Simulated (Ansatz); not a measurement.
**CH4Cl2Si: small, medium and large basis sets**

An exercise on one series of results from a longer session: the logs are not shown, and one member is left open.

The runs use Ansatz 0.2.0, Gaussian basis; one geometry, several basis sets.

Levels to be run: PBE0-D4/def2-SVP; ωB97M-V/def2-SVP; PBE0-D4/def2-QZVPP; ωB97M-V/def2-QZVPP; the functionals' def2-TZVPP values are taken from earlier runs.

### Structure used throughout

The geometry comes from an earlier relaxation with PBE0-D4 in a triple-zeta def2 set; it is a stationary point, not always the lowest conformer.

SMILES `[SiH3]C(Cl)Cl`, 8 atoms, charge 0, spin multiplicity 1.

Atoms are counted from 1 here; the program's logs count them from 0.

Bond lengths: Si1–C2 1.897 Å, Si1–H5 1.484 Å, Si1–H6 1.484 Å, Si1–H7 1.480 Å, C2–Cl3 1.776 Å, C2–Cl4 1.776 Å, C2–H8 1.088 Å. Angles: C2–Si1–H5 108.3°, C2–Si1–H6 108.3°, C2–Si1–H7 107.7°, H5–Si1–H6 110.3°, H5–Si1–H7 111.1°, H6–Si1–H7 111.1°, Si1–C2–Cl3 109.4°, Si1–C2–Cl4 109.4°, Si1–C2–H8 113.4°, Cl3–C2–Cl4 111.6°, Cl3–C2–H8 106.5°, Cl4–C2–H8 106.5°.

Geometry (Å):

```mol
CH4Cl2Si
  3D, bonds by distance, orders not assigned

  8  7  0  0  0  0  0  0  0  0999 V2000
   -0.1747    0.9349   -0.2039 Si  0  0
    0.0415   -0.9116    0.1753 C   0  0
    0.8411   -1.1005    1.7499 Cl  0  0
    0.9748   -1.6758   -1.1282 Cl  0  0
   -0.8773    1.0639   -1.5045 H   0  0
   -0.9857    1.5414    0.8805 H   0  0
    1.1732    1.5432   -0.2645 H   0  0
   -0.9006   -1.4526    0.2397 H   0  0
  1  2  8  0
  2  3  8  0
  2  4  8  0
  1  5  8  0
  1  6  8  0
  1  7  8  0
  2  8  8  0
M  END
```

Set-up of the first run:

in.yaml reads:

```yaml
crystal:
  periodic: [false, false, false]
  atoms:
    - {symbol: Si, position_ang: [-0.174671, 0.934865, -0.203946]}
    - {symbol: C, position_ang: [0.041503, -0.911605, 0.175333]}
    - {symbol: Cl, position_ang: [0.841060, -1.100497, 1.749869]}
    - {symbol: Cl, position_ang: [0.974783, -1.675777, -1.128236]}
    - {symbol: H, position_ang: [-0.877292, 1.063926, -1.504547]}
    - {symbol: H, position_ang: [-0.985738, 1.541428, 0.880546]}
    - {symbol: H, position_ang: [1.173201, 1.543220, -0.264468]}
    - {symbol: H, position_ang: [-0.900644, -1.452558, 0.239651]}
basis:
  gaussian: {orbitals: def2-SVP}
hamiltonian: {xc: pbe0, dispersion: d4}
output: {orbitals: {seedname: orbitals}}
```

On the command line:

```console
$ ansatz run in.yaml --threads 2 --pin off --events-out ev --progress --plain --max-ram 4352MiB
```

Steps of the session up to this table: PBE0-D4 in def2-SVP; ωB97M-V in def2-SVP; PBE0-D4 in def2-QZVPP; ωB97M-V in def2-QZVPP.

One of the session's tables, all rows but one given; the rest of the session is left out.

It belongs to the step «Density functionals: the series». 

```
functional       basis  HOMO (eV)  LUMO (eV)
   PBE0-D4    def2-SVP      -8.07       0.02
   PBE0-D4  def2-TZVPP          ?          ?
   PBE0-D4  def2-QZVPP      -8.25      -0.65
   ωB97M-V    def2-SVP     -10.27       2.13
   ωB97M-V  def2-TZVPP     -10.45       1.43
   ωB97M-V  def2-QZVPP     -10.49       1.12
```

**Question.** Estimate the row for PBE0-D4, def2-TZVPP.

The run gave: HOMO (eV): -8.21; LUMO (eV): -0.48. In the column «HOMO (eV)» it lies between PBE0-D4, def2-QZVPP (-8.25) and PBE0-D4, def2-SVP (-8.07).
